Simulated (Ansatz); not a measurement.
# C4H9B: a ladder of functionals and wavefunction methods

How much do the methods differ for C4H9B? The plan is to run it at one geometry with functionals of several rungs and with coupled cluster, and see how far each lands from CCSD(T) at the basis-set limit for the atomisation energy.

Program: Ansatz 0.2.0, Gaussian basis. Level of theory: functionals in def2-TZVPP, the program's frozen cores in correlated methods. These are calculated values, not measurements.

Plan: PBE-D4, r2SCAN-D4, PBE0-D4, B3LYP-D4, ωB97X-V, ωB97M-V, B2PLYP; CCSD(T)/def2-TZVPP; MP2/def2-QZVPP; extrapolation to the limit.

### Step 1. The geometry

All runs share one geometry, relaxed beforehand with PBE0-D4 in a triple-zeta def2 set.

SMILES `B/C=C/CC`, 14 atoms, charge 0, spin multiplicity 1.

Atoms are counted from 1 here; the program's logs count them from 0.

Bond lengths: B1–C2 1.526 Å, B1–H6 1.200 Å, B1–H7 1.198 Å, C2–C3 1.344 Å, C2–H8 1.090 Å, C3–C4 1.486 Å, C3–H9 1.091 Å, C4–C5 1.526 Å, C4–H10 1.098 Å, C4–H11 1.093 Å, C5–H12 1.093 Å, C5–H13 1.092 Å, C5–H14 1.092 Å. Angles: C2–B1–H6 118.9°, C2–B1–H7 122.0°, H6–B1–H7 119.1°, B1–C2–C3 120.8°, B1–C2–H8 122.0°, C3–C2–H8 117.2°, C2–C3–C4 126.5°, C2–C3–H9 117.8°, C4–C3–H9 115.6°, C3–C4–C5 112.1°, C3–C4–H10 108.3°, C3–C4–H11 109.9°, C5–C4–H10 108.7°, C5–C4–H11 110.6°, H10–C4–H11 107.0°, C4–C5–H12 111.1°, C4–C5–H13 110.9°, C4–C5–H14 110.8° and more.

As a file:

```mol
C4H9B
  3D, bonds by distance, orders not assigned

 14 13  0  0  0  0  0  0  0  0999 V2000
   -1.2490    2.1748    1.1337 B   0  0
   -1.1423    0.7468    0.6076 C   0  0
   -0.1403    0.3896   -0.2146 C   0  0
    0.0927   -0.9600   -0.7912 C   0  0
    1.4674   -1.5128   -0.4240 C   0  0
   -0.4205    2.9775    0.8041 H   0  0
   -2.1331    2.5182    1.8651 H   0  0
   -1.8654   -0.0235    0.8766 H   0  0
    0.5919    1.1515   -0.4868 H   0  0
    0.0234   -0.8853   -1.8842 H   0  0
   -0.6960   -1.6444   -0.4671 H   0  0
    2.2636   -0.8425   -0.7571 H   0  0
    1.5631   -1.6332    0.6571 H   0  0
    1.6314   -2.4861   -0.8903 H   0  0
  1  2  8  0
  2  3  8  0
  3  4  8  0
  4  5  8  0
  1  6  8  0
  1  7  8  0
  2  8  8  0
  3  9  8  0
  4 10  8  0
  4 11  8  0
  5 12  8  0
  5 13  8  0
  5 14  8  0
M  END
```

### Step 2. PBE-D4 (GGA)

The input, in.yaml:

```yaml
crystal:
  periodic: [false, false, false]
  atoms:
    - {symbol: B, position_ang: [-1.249039, 2.174838, 1.133661]}
    - {symbol: C, position_ang: [-1.142276, 0.746817, 0.607626]}
    - {symbol: C, position_ang: [-0.140284, 0.389629, -0.214622]}
    - {symbol: C, position_ang: [0.092696, -0.960041, -0.791151]}
    - {symbol: C, position_ang: [1.467386, -1.512770, -0.423993]}
    - {symbol: H, position_ang: [-0.420506, 2.977456, 0.804146]}
    - {symbol: H, position_ang: [-2.133089, 2.518197, 1.865050]}
    - {symbol: H, position_ang: [-1.865384, -0.023479, 0.876579]}
    - {symbol: H, position_ang: [0.591922, 1.151520, -0.486832]}
    - {symbol: H, position_ang: [0.023431, -0.885289, -1.884219]}
    - {symbol: H, position_ang: [-0.695982, -1.644402, -0.467118]}
    - {symbol: H, position_ang: [2.263639, -0.842490, -0.757078]}
    - {symbol: H, position_ang: [1.563114, -1.633153, 0.657141]}
    - {symbol: H, position_ang: [1.631370, -2.486135, -0.890290]}
basis:
  gaussian: {orbitals: def2-TZVPP}
hamiltonian: {xc: pbe, dispersion: d4}
output: {forces: true, orbitals: {seedname: orbitals}}
```

Run with:

```bash
$ ansatz run in.yaml --threads 4 --pin off --events-out ev --progress --plain --max-ram 10444MiB
```

The runs that follow: r2SCAN-D4 (meta-GGA); PBE0-D4 (hybrid); B3LYP-D4 (hybrid); ωB97X-V (range-separated); ωB97M-V (range-separated); B2PLYP (double hybrid); CCSD(T) in def2-TZVPP; MP2 in def2-QZVPP.

**Question.** What will the summary of the whole plan be? Wanted: atomisation energy, CCSD(T)/CBS; farthest; mean size of error, hybrid; mean size of error, range-separated; gap, smallest and largest; T1 diagnostic; triples share of the correlation energy.

As calculated:

| quantity | value |
| --- | --- |
| atomisation energy, CCSD(T)/CBS | 57.643 eV |
| functionals within 0.288 eV (0.5 %) | ωB97X-V, B2PLYP |
| farthest | PBE-D4 (+1.260 eV) |
| mean size of error, hybrid | 0.498 eV |
| mean size of error, range-separated | 0.247 eV |
| gap, smallest and largest | 4.19 eV (PBE-D4), 10.60 eV (ωB97X-V) |
| T1 diagnostic | 0.0103 |
| triples share of the correlation energy | 4.0 % |

What this shows: PBE-D4 is off by +1.260 eV. Double hybrids carry the basis error of their MP2 part in triple zeta, and no dispersion term here, so their miss is partly the set-up's. The reference freezes the cores and leaves out relativity and excitations past (T), so misses under about 0.288 eV can't be ranked. Hartree-Fock recovers 77 % of the binding; the rest is correlation. The gap grows from 4.2 to 10.6 eV across the functionals, mostly with the share of exact exchange.
